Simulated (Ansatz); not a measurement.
Predict the output of the script below (the Python package of Ansatz (0.2.0)).

`be4alfe.py`
```python
"""One structure of Be4AlFe under several functionals."""

import ansatz
from tabulate import tabulate

crystal = (
    ansatz.Lattice.of((0.0, 2.985279, 2.985279), (2.985279, 0.0, 2.985279), (2.985279, 2.985279, 0.0))
    .atom("Be", (0.876908, 0.876908, 0.369276))
    .atom("Be", (0.876908, 0.369276, 0.876908))
    .atom("Be", (0.369276, 0.876908, 0.876908))
    .atom("Be", (0.876908, 0.876908, 0.876908))
    .atom("Al", (0.5, 0.5, 0.5))
    .atom("Fe", (0.25, 0.25, 0.25))
    .moments(Fe=2.4)
)

setup = (
    crystal.calculation()
    .basis(48 * ansatz.Ry)
    .kpoints(7, 7, 7)
    .occupations("gaussian", width=0.1)
    .spin("collinear")
    .forces()
    .stress()
)

rows = []
for value in ["lda", "r2scan", "pbesol"]:
    data = setup.functional(value).run(threads=1, pin="off").report
    rows.append((value, data["free_energy_ev"] / len(data["lattice"]["sites"]), data["n_iterations"], sum(data["stress_gpa"][i][i] for i in range(3)) / 3, max(abs(f) for row in data["forces_ev_ang"] for f in row), data["magnetization_mub"], data["n_kpoints"]))

print(tabulate(rows, headers=["functional", "F/atom (eV)", "iterations", "P (GPa)", "max component (eV/A)", "moment (muB)", "k-points"], floatfmt=".4f", tablefmt="grid"))
```

```console
$ python be4alfe.py
+--------------+---------------+--------------+-----------+------------------------+----------------+------------+
| functional   |   F/atom (eV) |   iterations |   P (GPa) |   max component (eV/A) |   moment (muB) |   k-points |
+==============+===============+==============+===========+========================+================+============+
| lda          |     -881.2263 |           14 |   -6.4933 |                 0.0005 |         0.7647 |         20 |
+--------------+---------------+--------------+-----------+------------------------+----------------+------------+
| r2scan       |     -900.1164 |            2 |    0.6401 |                 0.1173 |         0.9384 |         60 |
+--------------+---------------+--------------+-----------+------------------------+----------------+------------+
| pbesol       |     -889.3804 |           12 |   -1.1457 |                 0.0178 |         0.8296 |         20 |
+--------------+---------------+--------------+-----------+------------------------+----------------+------------+
```

From lowest to highest: LDA (-6.5 GPa), PBEsol (-1.1 GPa) and r2SCAN (0.6 GPa). At a fixed cell a lower pressure usually means a smaller equilibrium volume, so LDA prefers the smallest cell and r2SCAN the largest.

Caveats:
- Other magnetic orders than the one started from may lie lower.
- For a metal this k-point mesh is coarse: on a finer one energies can move by several to tens of meV an atom and pressures by half a GPa or more, differences at one mesh by less.
- The overall sign of a collinear moment is arbitrary, and semilocal functionals can give small moments to compounds that are paramagnetic.
- Pressure is positive in compression.
- r2SCAN tends to overestimate the moments of itinerant magnets.
- This cell is a computed structure, which may not be the phase found in nature.
- Total energies of different functionals can't be compared; pressures, moments and gaps at this one structure can.
- Run time: 6.9 min on 1 thread of Arm Neoverse V2 (shared host), peak memory 0.96 GiB.
